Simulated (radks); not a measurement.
# Rb¹¹⁺ in [Ar] 3d8: an all-electron calculation

The task here is to estimate one member of a computed series from the others.

Method: Dirac Kohn-Sham, B86b exchange with PBE correlation, spin-unpolarised, spherical densities, finite nucleus; open shells are shared between the two j in proportion to 2j + 1. Code: radks (a radial shooting solver on a logarithmic mesh, Libxc functionals) version 1.

## What is computed

| Item | Value |
| --- | --- |
| element | rubidium (Z = 37) |
| charge | +11 |
| electrons | 26 |
| configuration | [Ar] 3d8 |
| nuclear rms radius | 4.2036 fm |

The outer shells:

Rb¹¹⁺
```
[Ar] core
3d [↑↓][↑↓][↑↓][↑ ][↑ ]
```

Set-up of the first run:

Settings of this run:

```text
Z 37
configuration [Ar] 3d8
relativity Dirac
functional b86_mgc,pbe
spin unpolarised
j_filling average
nucleus finite rms 4.2036 fm
c 137.035999084
```

Command:

```sh
python run_ks.py task.json out
```

This one command runs every case of the session in turn.

Steps of the session up to this table: Self-consistent calculation.

One table of the session follows, with a row left open; its other results are not shown here.

It belongs to the step «Shells». Radial moments (bohr):

```
level      <r>  outermost maximum (interpolated)  90 % within  nodes
1s1/2  0.04029                            0.0263       0.0721      0
2s1/2   0.1773                             0.150        0.274      1
2p1/2   0.1521                             0.117        0.249      0
2p3/2        ?                                 ?            ?      ?
3s1/2   0.4971                             0.445        0.734      2
3p1/2   0.4937                             0.433        0.745      1
3p3/2   0.5028                             0.442        0.758      1
3d3/2   0.4828                             0.378        0.770      0
3d5/2   0.4857                             0.381        0.774      0
```

Q: Estimate the row for 2p3/2 from the others.

The run gave: <r>: 0.1561; outermost maximum (interpolated): 0.121; 90 % within: 0.254; nodes: 0. In the column «<r>» it lies between 2p1/2 (0.1521) and 2s1/2 (0.1773).

Caveats from the session: Spin polarisation and multiplet splitting are left out.
